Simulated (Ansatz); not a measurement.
# CH₇ClSSi₂: small, medium and large basis sets

Aim: see how fast density functionals converge with the basis set for CH₇ClSSi₂.

Computed with Ansatz 0.2.0, Gaussian basis. Level: one geometry, several basis sets.

Levels to be run: PBE0-D4/def2-SVP; ωB97M-V/def2-SVP; PBE0-D4/def2-QZVPP; ωB97M-V/def2-QZVPP; the functionals' def2-TZVPP values are taken from earlier runs.

## 1. Structure used throughout

An earlier PBE0-D4 in a triple-zeta def2 set relaxation fixed the geometry.

SMILES `C[SiH2]S[SiH2]Cl`, 12 atoms, charge 0, spin multiplicity 1.

Atoms are counted from 1 here; the program's logs count them from 0.

Bond lengths: C1–Si2 1.861 Å, C1–H6 1.092 Å, C1–H7 1.093 Å, C1–H8 1.092 Å, Si2–S3 2.154 Å, Si2–H9 1.486 Å, Si2–H10 1.485 Å, S3–Si4 2.115 Å, Si4–Cl5 2.055 Å, Si4–H11 1.478 Å, Si4–H12 1.481 Å. Angles: Si2–C1–H6 110.8°, Si2–C1–H7 110.0°, Si2–C1–H8 110.8°, H6–C1–H7 108.3°, H6–C1–H8 108.5°, H7–C1–H8 108.4°, C1–Si2–S3 107.0°, C1–Si2–H9 111.5°, C1–Si2–H10 111.6°, S3–Si2–H9 108.8°, S3–Si2–H10 109.3°, H9–Si2–H10 108.5°, Si2–S3–Si4 98.6°, S3–Si4–Cl5 112.5°, S3–Si4–H11 107.2°, S3–Si4–H12 110.8°, Cl5–Si4–H11 107.8°, Cl5–Si4–H12 106.6° and more.

## 2. PBE0-D4 in def2-SVP

in.yaml

```yaml
crystal:
  periodic: [false, false, false]
  atoms:
    - {symbol: C, position_ang: [0.888664, 2.154339, 0.637017]}
    - {symbol: Si, position_ang: [-0.141882, 0.761207, -0.042391]}
    - {symbol: S, position_ang: [1.015701, -1.042603, 0.171529]}
    - {symbol: Si, position_ang: [-0.416578, -2.424814, -0.543970]}
    - {symbol: Cl, position_ang: [-1.881039, -2.829403, 0.840270]}
    - {symbol: H, position_ang: [1.830035, 2.242130, 0.090844]}
    - {symbol: H, position_ang: [0.347120, 3.099064, 0.543329]}
    - {symbol: H, position_ang: [1.114213, 1.989934, 1.692473]}
    - {symbol: H, position_ang: [-0.452482, 0.964176, -1.481723]}
    - {symbol: H, position_ang: [-1.420723, 0.613964, 0.698695]}
    - {symbol: H, position_ang: [0.297484, -3.687566, -0.827972]}
    - {symbol: H, position_ang: [-1.103412, -1.895529, -1.744201]}
basis:
  gaussian: {orbitals: def2-SVP}
hamiltonian: {xc: pbe0, dispersion: d4}
output: {orbitals: {seedname: orbitals}}
```

Run with:

```sh
$ ansatz run in.yaml --threads 4 --pin off --events-out ev --progress --plain --max-ram 10444MiB
```

The runs that follow: ωB97M-V in def2-SVP; PBE0-D4 in def2-QZVPP; ωB97M-V in def2-QZVPP.

Q: Predict the results of all the runs planned. Wanted: PBE0-D4: double and triple zeta above quadruple; ωB97M-V: double and triple zeta above quadruple.

The runs gave:

```
                                       quantity           value
PBE0-D4: double and triple zeta above quadruple  16.30, 1.30 eV
ωB97M-V: double and triple zeta above quadruple  16.29, 1.23 eV
```

What this shows: For PBE0-D4 the step from double to triple zeta gains 15.01 eV and the next only 1.30 eV. Total energies overstate the basis error of differences, where much of it tends to cancel. The LUMO of ωB97M-V is positive and keeps falling with the basis (2.20 to 1.28 eV): an unbound level that the basis holds in place.
